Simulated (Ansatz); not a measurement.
# Ga4AsP3: the cost of one run

The runs shown are made with Ansatz 0.2.0. PAW datasets, plane waves. Spin-unpolarised throughout. Whether this structure exists isn't addressed.

### 1 The cell

The cell was relaxed beforehand with r2SCAN.

Space group P-4m2 (No. 115), tetragonal; a = 3.894 Å, c = 10.999 Å in the conventional setting, 20.85 Å³ an atom. Near P stand 4 Ga at 2.37 Å; near Ga stand 4 P at 2.37 Å; near Ga stand 2 P at 2.37 Å and 2 As at 2.43 Å; near As stand 4 Ga at 2.43 Å.

Coordinates:

Space group P-4m2 (No. 115). a = 3.894 Å, b = 3.894 Å, c = 10.999 Å, α = 90.00°, β = 90.00°, γ = 90.00°
```
atom  site  symmetry       x       y       z
   P    2e      2mm.  0.0000  0.0000  0.2457
  Ga    2g      2mm.  0.0000  0.5000  0.1228
   P    1b      -4m2  0.5000  0.5000  0.0000
  Ga    2g      2mm.  0.0000  0.5000  0.6316
  As    1c      -4m2  0.5000  0.5000  0.5000
```

### 2 PBE bands along the symmetry lines

Input file input.yaml:

```yaml
crystal:
  lattice:
    - [3.8939028371, 0.0, 0.0]
    - [0.0, 3.8939028371, 0.0]
    - [0.0, 0.0, 10.9986681304]
  atoms:
    - { symbol: P, position: [0.0, 0.0, 0.2457075641] }
    - { symbol: Ga, position: [0.0, 0.5, 0.1227669783] }
    - { symbol: P, position: [0.5, 0.5, 0.0] }
    - { symbol: Ga, position: [0.5, 0.0, 0.8772330217] }
    - { symbol: P, position: [0.0, 0.0, 0.7542924359] }
    - { symbol: Ga, position: [0.0, 0.5, 0.631573043] }
    - { symbol: As, position: [0.5, 0.5, 0.5] }
    - { symbol: Ga, position: [0.5, 0.0, 0.368426957] }
kpoints:
  mp_grid: { grid: [6, 6, 2] }
  band_path:
    path:
      - [[0.0, 0.0, 0.0], [0.0, 0.5, 0.0], [0.5, 0.5, -9.585967665013e-33], [0.0, 0.0, 0.0], [3.819290858395e-51, 0.0, 0.5], [3.819290858395e-51, 0.5, 0.5], [0.5, 0.5, 0.5], [3.819290858395e-51, 0.0, 0.5]]
      - [[0.0, 0.5, 0.0], [3.819290858395e-51, 0.5, 0.5]]
      - [[0.5, 0.5, -9.585967665013e-33], [0.5, 0.5, 0.5]]
    npoints: 10
hamiltonian:
  xc: pbe
scf:
  occupations: { method: fermi_dirac, width: 0.02 }
  n_extra_bands: 6
output:
  forces: true
  stress: true
  eigenvalues: true
```

On the command line:

```bash
$ ansatz run input.yaml --threads 4 --pin off --max-ram 6451MiB --backend cpu --events-out ev --progress --plain --runs-dir out
```

Q: Estimate wall time and peak memory on 4 threads of Arm Neoverse V1, shared host.

About 17 s, with a peak of 0.73 GiB.
